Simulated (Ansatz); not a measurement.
W, space group Fm-3m, a test of the smearing width

Computed with Ansatz 0.2.0 through its Python package.

At the Python prompt:
```pycon
>>> import ansatz as az
>>> import numpy as np
>>> from tabulate import tabulate
>>> FUNCTIONAL = 'PBEsol'
>>> vectors = np.array([
...     [0.0, 2.03, 2.03],
...     [2.03, 0.0, 2.03],
...     [2.03, 2.03, 0.0],
... ])
>>> material = az.Lattice.of(vectors).atom('W', (0.0, 0.0, 0.0))
>>> material.resolved().tree()['lattice']
((0.0, 2.03, 2.03), (2.03, 0.0, 2.03), (2.03, 2.03, 0.0))
>>> base = material.calculation()
>>> base = base.functional(FUNCTIONAL).pseudopotentials('paw')
>>> base = base.kpoints(14)
>>> rows = []
>>> for value in [0.5, 0.3, 0.2, 0.1]:
...     data = base.occupations('fermi_dirac', width=value).run(threads=1, backend='cpu').report
...     rows.append((value, data['free_energy_ev'] / len(data['lattice']['sites']), data['n_iterations'], data['n_kpoints']))
...
DeckWarning: basis.ecutwfc = 420 eV, auto-derived from the records' recommended cutoffs: set by W (normal level)
>>> print(tabulate(rows, headers=['width (eV)', 'F/atom (eV)', 'iterations', 'k-points'], floatfmt='.4f', tablefmt='grid'))
+--------------+---------------+--------------+------------+
|   width (eV) |   F/atom (eV) |   iterations |   k-points |
+==============+===============+==============+============+
|       0.5000 |   -10256.4967 |            6 |        104 |
+--------------+---------------+--------------+------------+
|       0.3000 |   -10256.2113 |            6 |        104 |
+--------------+---------------+--------------+------------+
|       0.2000 |   -10256.1190 |            6 |        104 |
+--------------+---------------+--------------+------------+
|       0.1000 |   -10256.0609 |            6 |        104 |
+--------------+---------------+--------------+------------+
>>> for row in rows[:-1]:
...     shift = 1000 * (row[1] - rows[-1][1])
...     print(f'{row[0]}: {shift:+.2f} meV/atom' + ('  (within 5 meV)' if abs(shift) < 5 else ''))
...
0.5: -435.81 meV/atom
0.3: -150.37 meV/atom
0.2: -58.15 meV/atom
```

Going from 0.1 to 0.5 eV changes F by -435.8 meV an atom. With this scheme F falls roughly as the square of the width; the report's estimate for zero width (energy_sigma0_ev) moves by only -16.5 meV.

The smearing is wide enough that free energy and stress hold a thermal part of the electrons. The narrowest width needs the finest mesh, so the last row is no converged reference. Spin-orbit coupling, which matters for elements this heavy, is left out. This isn't the structure that W takes at ambient conditions. Warnings are shown shortened and without file and line. Finished in 4.5 s on 1 thread of Intel(R) Xeon(R) Processor @ 2.30GHz, on a shared host, peak memory 0.47 GiB.
